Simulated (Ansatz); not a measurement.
# C6H14O: the cost of one run

Method: the levels named in each step, in Ansatz 0.2.0.

## Step 1: Starting point

Bond lengths (14 of 20 bonds, heavy atoms first): C1–C2 1.524 Å, C2–C3 1.527 Å, C3–C4 1.526 Å, C4–C5 1.527 Å, C5–C6 1.530 Å, C6–O7 1.408 Å, C1–H8 1.088 Å, C1–H9 1.088 Å, C1–H10 1.087 Å, C2–H11 1.092 Å, C2–H12 1.092 Å, C3–H13 1.093 Å, C3–H14 1.093 Å, C4–H15 1.092 Å. Angles (14 of 37 angles, heavy atoms first): C1–C2–C3 111.9°, C2–C3–C4 112.0°, C3–C4–C5 112.3°, C4–C5–C6 111.8°, C5–C6–O7 113.1°, C1–C2–H11 109.3°, C1–C2–H12 109.5°, C3–C2–H11 109.2°, C3–C2–H12 109.2°, C2–C1–H8 110.5°, C2–C1–H9 110.6°, C2–C1–H10 110.6°, C2–C3–H13 109.2°, C2–C3–H14 109.2°.

Coordinates:

```xyz
21

C     3.7206    0.2038   -0.1504
C     2.3817   -0.4052    0.2471
C     1.2099    0.4929   -0.1417
C    -0.1304   -0.0982    0.2867
C    -1.3061    0.8032   -0.0846
C    -2.6463    0.1766    0.3048
O    -2.8965   -1.0442   -0.3500
H     3.8668    1.1599    0.3478
H     3.7624    0.3687   -1.2249
H     4.5390   -0.4561    0.1273
H     2.3659   -0.5707    1.3267
H     2.2650   -1.3773   -0.2371
H     1.3378    1.4731    0.3243
H     1.2145    0.6406   -1.2246
H    -0.2696   -1.0741   -0.1837
H    -0.1290   -0.2527    1.3681
H    -1.2121    1.7667    0.4201
H    -1.2975    0.9892   -1.1632
H    -3.4595    0.8904    0.1014
H    -2.6552   -0.0609    1.3711
H    -2.8357   -0.8988   -1.3010
```

## Step 2: A rough first relaxation, PBE-D4/def2-SVP

This run stands in another session on the same molecule. It ended at:

```xyz
21

C     3.7603    0.1933   -0.1620
C     2.4086   -0.3971    0.2439
C     1.2158    0.4905   -0.1271
C    -0.1371   -0.0877    0.2938
C    -1.3330    0.7986   -0.0633
C    -2.6848    0.1690    0.2835
O    -2.9028   -1.0803   -0.3519
H     3.9344    1.1748    0.3276
H     3.8156    0.3597   -1.2586
H     4.6016   -0.4729    0.1174
H     2.3953   -0.5825    1.3415
H     2.2768   -1.3970   -0.2270
H     1.3492    1.4965    0.3335
H     1.2169    0.6672   -1.2274
H    -0.2883   -1.0858   -0.1720
H    -0.1366   -0.2708    1.3926
H    -1.2524    1.7838    0.4489
H    -1.3131    1.0305   -1.1551
H    -3.5051    0.8977    0.0640
H    -2.7302   -0.0379    1.3750
H    -2.8649   -0.9230   -1.3133
```

## Step 3: Relaxation, HF/STO-3G

File input.yaml:

```yaml
crystal:
  periodic: [false, false, false]
  atoms:
    - { symbol: C, position_ang: [3.76030259, 0.19328137, -0.16201595] }
    - { symbol: C, position_ang: [2.40856772, -0.397087, 0.24393733] }
    - { symbol: C, position_ang: [1.21583735, 0.49048142, -0.12705048] }
    - { symbol: C, position_ang: [-0.1370897, -0.08768669, 0.29375542] }
    - { symbol: C, position_ang: [-1.33295746, 0.79863342, -0.06332162] }
    - { symbol: C, position_ang: [-2.68484467, 0.1690218, 0.28351465] }
    - { symbol: O, position_ang: [-2.90282969, -1.08025821, -0.35186832] }
    - { symbol: H, position_ang: [3.93439906, 1.17475763, 0.32755647] }
    - { symbol: H, position_ang: [3.81556497, 0.35974326, -1.25857675] }
    - { symbol: H, position_ang: [4.6016208, -0.47287005, 0.11741996] }
    - { symbol: H, position_ang: [2.39531599, -0.58254464, 1.34146883] }
    - { symbol: H, position_ang: [2.27679977, -1.39698944, -0.22701791] }
    - { symbol: H, position_ang: [1.34920112, 1.49654972, 0.33354899] }
    - { symbol: H, position_ang: [1.21688245, 0.6672458, -1.22744971] }
    - { symbol: H, position_ang: [-0.28826089, -1.08583226, -0.17195415] }
    - { symbol: H, position_ang: [-0.1366482, -0.27076102, 1.39261897] }
    - { symbol: H, position_ang: [-1.25244915, 1.78384033, 0.44887827] }
    - { symbol: H, position_ang: [-1.31313805, 1.03049972, -1.15514134] }
    - { symbol: H, position_ang: [-3.50508991, 0.89768376, 0.06402891] }
    - { symbol: H, position_ang: [-2.73024117, -0.03794349, 1.3750477] }
    - { symbol: H, position_ang: [-2.86487291, -0.92297544, -1.31330927] }
basis:
  gaussian: { orbitals: STO-3G }
hamiltonian:
  xc: hf
relax:
  f_tol: 0.004
  max_steps: 150
```

Command:

```sh
$ ansatz run input.yaml --threads 4 --pin off --max-ram 10240MiB --backend cpu --events-out ev --progress --plain --runs-dir out
```

**Question.** How long does this run take on 4 threads of Intel Xeon at 2.50GHz (Skylake/Cascade Lake), shared host, and how much memory does it need?

About 11 s, with a peak of 0.13 GiB.
